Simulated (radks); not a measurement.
# Pb in [Hg] 6p2: an all-electron calculation

The task here is to estimate one member of a computed series from the others.

The numbers are computed with radks (a radial shooting solver on a logarithmic mesh, Libxc functionals) version 1 (scalar-relativistic Kohn-Sham, PBE, spin-unpolarised, spherical densities, point nucleus), except any that are marked as measured or tabulated.

### What is computed

- element: lead (Z = 82)
- charge: 0
- electrons: 82
- configuration: [Hg] 6p2

Outer shells as boxes (Hund's rule):

Pb
```
[Hg] core
6p [↑ ][↑ ][  ]
```

The first run:

Settings of this run:

```text
Z 82
configuration [Hg] 6p2 7s0 5f0 6d0 7p0
relativity scalar-relativistic
functional pbe,pbe
spin unpolarised
nucleus point
c 137.035999084
```

Among the steps run: Self-consistent calculation.

One of the session's tables, all rows but one given; the rest of the session is left out.

It belongs to the step «Shells». Radial moments (bohr):

```
level      <r>  outermost maximum (interpolated)  90 % within  nodes
   1s  0.01604                           0.00984       0.0294      0
   2s  0.06758                            0.0571        0.105      1
   2p        ?                                 ?            ?      ?
   3s   0.1745                             0.161        0.256      2
   3p   0.1765                             0.161        0.264      1
   3d   0.1599                             0.131        0.248      0
   4s   0.3842                             0.362        0.550      3
   4p   0.4100                             0.382        0.594      2
   4d   0.4310                             0.388        0.641      1
   5s   0.8534                             0.789         1.22      4
   4f   0.4539                             0.350        0.720      0
   5p   0.9771                             0.882         1.41      3
   5d    1.305                              1.07         1.98      2
   6s    2.311                              1.96         3.41      5
   6p    3.378                              2.65         5.21      4
```

Estimate the missing values for 2p.

The run gave: <r>: 0.06144; outermost maximum (interpolated): 0.0476; 90 % within: 0.100; nodes: 0. In the column «<r>» it lies between 1s (0.01604) and 2s (0.06758).

Limits of these values: Spin polarisation and multiplet splitting are left out.
